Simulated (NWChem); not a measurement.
**C2H3BFP (SMILES C#CB(F)P) at 3 levels**

We compute a comparison of 3 runs (HF/def2-SVP, M06-2X/6-31G*, PBE0/def2-SVP) of C2H3BFP. 

Program for the calculation: NWChem 7.3.0.

## 1. The structure to begin with

The species is C2H3BFP (8 atoms), meant as a singlet with charge 0. As SMILES, `C#CB(F)P`. The coordinates come from a GFN2-xTB relaxation. This is one conformer, not always the lowest.

Bond lengths: C1–C2 1.205 Å, C2–B3 1.512 Å, B3–F4 1.323 Å, B3–P5 1.909 Å, C1–H6 1.052 Å, P5–H7 1.384 Å, P5–H8 1.382 Å. Angles: C1–C2–B3 177.2°, C2–B3–F4 119.7°, C2–B3–P5 122.1°, F4–B3–P5 118.1°, C2–C1–H6 179.0°, B3–P5–H7 96.7°, B3–P5–H8 97.4°, H7–P5–H8 95.2°.

## 2. Energy and forces at HF/def2-SVP (run 1)

Input file input.xyz:

```xyz
8

C      0.458610    -0.012650     2.212220
C      0.160220     0.312990     1.091070
B     -0.204710     0.651160    -0.336690
F     -0.172500     1.910760    -0.741070
P     -0.853080    -0.666640    -1.555670
H      0.715580    -0.279800     3.197190
H     -0.130040    -0.239190    -2.655260
H      0.025920    -1.676630    -1.211790
```

Input file input.nw:

```
start input
memory stack 880 mb heap 220 mb global 1100 mb
geometry noautosym nocenter noautoz
   load format xyz input.xyz
end
basis spherical bse
   * library def2-SVP
end
scf
   thresh 1e-08
   maxiter 80
   print medium
end
task scf gradient
```

Launch:

```sh
$ nwchem input.nw > input.out
```

The program printed:

```text
[...]
  functions       =    89
[...]
  wavefunction    = RHF
[...]
         Total SCF energy =   -542.081053064862
      One-electron energy =  -1089.353968722351
      Two-electron energy =    375.280401681199
 Nuclear repulsion energy =    171.992513976290
        Time for solution =     10.4s
[...]
                         RHF ENERGY GRADIENTS
    atom               coordinates                        gradient
                 x          y          z           x          y          z
   1 C       0.866647  -0.023905   4.180490    0.007612  -0.008246   0.026392
   2 C       0.302772   0.591465   2.061823   -0.010173   0.007471  -0.033160
   3 B      -0.386846   1.230514  -0.636252    0.005287  -0.013384   0.012560
   4 F      -0.325978   3.610813  -1.400419   -0.001162   0.002852  -0.002299
   5 P      -1.612087  -1.259767  -2.939790    0.010592   0.001455   0.000532
   6 H       1.352250  -0.528745   6.041813   -0.003136   0.003506  -0.011461
   7 H      -0.245740  -0.452004  -5.017714   -0.003420  -0.005589   0.012640
   8 H       0.048982  -3.168371  -2.289951   -0.005601   0.011936  -0.005203
[...]
```

It took 15 s on 1 thread of Intel Xeon Platinum 8488C (Sapphire Rapids), shared host; peak memory 0.1 GiB.

## 3. Energy and gradient at M06-2X/6-31G(d) (spherical functions) (run 2)

Input file run.xyz:

```xyz
8
C2H3BFP M06-2X
C      0.458610    -0.012650     2.212220
C      0.160220     0.312990     1.091070
B     -0.204710     0.651160    -0.336690
F     -0.172500     1.910760    -0.741070
P     -0.853080    -0.666640    -1.555670
H      0.715580    -0.279800     3.197190
H     -0.130040    -0.239190    -2.655260
H      0.025920    -1.676630    -1.211790
```

Input file run.nw:

```
start run
title "C2H3BFP M06-2X"
memory 2200 mb

geometry units angstroms noautosym nocenter noautoz
   load run.xyz
end

basis spherical bse
   * library 6-31G*
end

dft
   xc m06-2x
   grid xfine
   convergence energy 1e-08
   maxiter 100
   mulliken
   print medium
end

task dft gradient
```

Launch:

```sh
$ nwchem run.nw > run.out
```

The program printed:

```text
[...]
          Wavefunction type:  closed shell.
          No. of atoms     :     8
          No. of electrons :    44
[...]
          Charge           :     0
          Spin multiplicity:     1
[...]
          AO basis - number of functions:    80
[...]
              XC Information
              --------------
                       M06-2X Method XC Functional
                     Hartree-Fock (Exact) Exchange  0.540
                        M06-2X Exchange Functional  1.000
                      M06-2X Correlation Potential  1.000
[...]
 d= 0,ls=0.0,diis     1   -543.8473157163 -7.16D+02  1.11D-02  5.13D-01     3.6
[...]
 d= 0,ls=0.0,diis    11   -543.9191131096 -1.50D-09  4.62D-07  8.58D-10    38.4
         Total DFT energy =     -543.919113109636
      One electron energy =    -1090.446960925467
           Coulomb energy =      424.211675668474
    Exchange-Corr. energy =      -49.676341828934
 Nuclear repulsion energy =      171.992513976290
[...]
  wavefunction    = closed shell
                         DFT ENERGY GRADIENTS
    atom               coordinates                        gradient
                 x          y          z           x          y          z
   1 C       0.866647  -0.023905   4.180490    0.000625  -0.000456   0.001319
   2 C       0.302772   0.591465   2.061823    0.000061  -0.001168   0.001297
   3 B      -0.386846   1.230514  -0.636252    0.002013  -0.000627   0.004984
   4 F      -0.325978   3.610813  -1.400419   -0.000565  -0.005294   0.001198
   5 P      -1.612087  -1.259767  -2.939790    0.014405  -0.001798  -0.003774
   6 H       1.352250  -0.528745   6.041813   -0.003298   0.003609  -0.012275
   7 H      -0.245740  -0.452004  -5.017714   -0.005555  -0.005551   0.012202
   8 H       0.048982  -3.168371  -2.289951   -0.007686   0.011285  -0.004950
[...]
```

Wall time 50 s (1 thread of Intel Xeon Platinum 8488C (Sapphire Rapids), shared host); peak memory 0.14 GiB.

## 4. Energy and forces at PBE0/def2-SVP (run 3)

Input file c2h3bfp.nw:

```
START c2h3bfp
TITLE "C2H3BFP"
memory total 2200 mb

GEOMETRY units angstrom noautosym nocenter noautoz
  C     0.458610   -0.012650    2.212220
  C     0.160220    0.312990    1.091070
  B    -0.204710    0.651160   -0.336690
  F    -0.172500    1.910760   -0.741070
  P    -0.853080   -0.666640   -1.555670
  H     0.715580   -0.279800    3.197190
  H    -0.130040   -0.239190   -2.655260
  H     0.025920   -1.676630   -1.211790
END

BASIS spherical bse
  * library def2-SVP
END

DFT
  xc pbe0
  grid xfine
  convergence energy 1e-08
  maxiter 100
  mulliken
END

TASK dft gradient
```

Launch:

```sh
$ nwchem c2h3bfp.nw > c2h3bfp.out
```

The program printed:

```text
[...]
          Wavefunction type:  closed shell.
          No. of atoms     :     8
          No. of electrons :    44
[...]
          Charge           :     0
          Spin multiplicity:     1
[...]
          AO basis - number of functions:    89
[...]
              XC Information
              --------------
                         PBE0 Method XC Functional
                     Hartree-Fock (Exact) Exchange  0.250
          PerdewBurkeErnzerhof Exchange Functional  0.750
            Perdew 1991 LDA Correlation Functional  1.000 local
           PerdewBurkeErnz. Correlation Functional  1.000 non-local
[...]
 d= 0,ls=0.0,diis     1   -543.3617956255 -7.15D+02  1.33D-02  5.58D-01     2.8
[...]
 d= 0,ls=0.0,diis    10   -543.4351284535 -7.24D-09  9.01D-07  1.22D-08    25.7
         Total DFT energy =     -543.435128453469
      One electron energy =    -1089.883166592273
           Coulomb energy =      423.786776929787
    Exchange-Corr. energy =      -49.331252767273
 Nuclear repulsion energy =      171.992513976290
[...]
      Total Density - Mulliken Population Analysis
     ---------------------------------------------
    Atom       Charge   Shell Charges
 -----------   ------   -------------------------------------------------------
    1 C    6     6.10   1.99  0.91  0.54  2.00  0.65  0.02
    2 C    6     5.92   1.99  0.91  0.40  2.03  0.57  0.02
    3 B    5     4.92   1.98  0.87  0.10  1.55  0.27  0.15
    4 F    9     9.08   1.99  1.14  0.72  3.36  1.87  0.01
    5 P   15    15.05   2.00  1.98  1.19  0.49  5.93  1.55  1.83  0.09
    6 H    1     0.96   0.74  0.19  0.03
    7 H    1     0.98   0.73  0.23  0.02
    8 H    1     0.98   0.73  0.23  0.02
[...]
  wavefunction    = closed shell
[...]
```

Run time: 33 s. Hardware: 1 thread of Intel Xeon Platinum 8488C (Sapphire Rapids), shared host; peak memory 0.14 GiB.

## 5. Overview of the runs

```
run                                level  iteration cap  module  energy (Eh)  dipole moment (D)  HOMO energy (eV)  LUMO energy (eV)  wall time
  1                          HF/def2-SVP             80     scf  -542.081053               2.00            -10.17              1.91       15 s
  2  M06-2X/6-31G* (spherical functions)            100     dft  -543.919113               1.76             -8.49             -0.57       50 s
  3                        PBE0/def2-SVP            100     dft  -543.435128               1.74             -7.55             -1.75       33 s
```

## 6. Summary of results

```
                       quantity          value
            run 3: total energy  -543.43513 Eh
           run 3: dipole moment         1.74 D
             run 3: HOMO energy       -7.55 eV
             run 3: LUMO energy       -1.75 eV
           run 3: HOMO–LUMO gap        5.80 eV
run 3: largest force on an atom     1.051 eV/Å
```

What this shows: The dipole moment (its size) runs from 1.74 D (PBE0/def2-SVP) to 2.00 D (HF/def2-SVP). The HOMO–LUMO gap runs from 5.80 eV (PBE0/def2-SVP) to 12.07 eV (HF/def2-SVP). Exact exchange widens orbital gaps. Totals of different functionals can't be ranked against each other. All runs together took 98 s, the longest 50 s.
